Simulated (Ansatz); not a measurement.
# Ti5C: the cost of one run

Program: Ansatz 0.2.0. Level of theory: DFT PBE, scalar-relativistic, plane waves, PAW. These are calculated values, not measurements.

1 further run of the same task is left out (it didn't finish). Runs told in other sessions of the task aren't counted.

## Step 1: The system as given

It takes space group P6mm (No. 183, hexagonal). Conventional cell: a = 4.455 Å, b = 4.455 Å, c = 5.820 Å, α = 90.00°, β = 90.00°, γ = 120.00°. Ti (site symmetry 3m) has 3 Ti at 2.57 Å in its first shell of neighbours. Ti (site symmetry 2mm) is surrounded by 4 Ti at 2.23 Å and 2 C at 2.64 Å. C (site symmetry 6mm) has 6 Ti at 2.64 Å in its first shell of neighbours.

Coordinates:

```
CELL_PARAMETERS angstrom
4.45546 0.00000 0.00000
-2.22773 3.85854 0.00000
0.00000 0.00000 5.81994
ATOMIC_POSITIONS crystal
Ti 0.33333 0.66667 0.26169
Ti 0.66667 0.33333 0.26169
Ti 0.50000 0.00000 0.79265
Ti 0.00000 0.50000 0.79265
Ti 0.50000 0.50000 0.79265
C 0.00000 0.00000 0.54815
```

The cell is invented: random cell by space group and Wyckoff sites (P6mm, No. 183). Its size is a rough estimate.

## Step 2: A first look at the guess

Input file input.yaml:

```yaml
crystal:
  lattice:
    - [4.45546166, 0.0, 0.0]
    - [-2.22773083, 3.85854298, 0.0]
    - [0.0, 0.0, 5.81993591]
  atoms:
    - { symbol: Ti, position: [0.33333333, 0.66666667, 0.26169331] }
    - { symbol: Ti, position: [0.66666667, 0.33333333, 0.26169331] }
    - { symbol: Ti, position: [0.5, 0.0, 0.79265232] }
    - { symbol: Ti, position: [0.0, 0.5, 0.79265232] }
    - { symbol: Ti, position: [0.5, 0.5, 0.79265232] }
    - { symbol: C, position: [0.0, 0.0, 0.54814616] }
basis:
  ecutwfc: 420
kpoints:
  mp_grid: { grid: [6, 6, 4] }
hamiltonian:
  xc: pbe
scf:
  occupations: { method: gaussian, width: 0.1 }
  lower_state_search: "off"
output:
  forces: true
  stress: true
  eigenvalues: true
```

Command:

```console
ansatz run input.yaml --threads 1 --pin off --max-ram 2560MiB --backend cpu --events-out ev --progress --plain --runs-dir out
```

Q: Estimate wall time and peak memory on 1 thread of Intel Xeon at 2.50GHz (Skylake/Cascade Lake), shared host.

About 12 s, with a peak of 0.37 GiB.
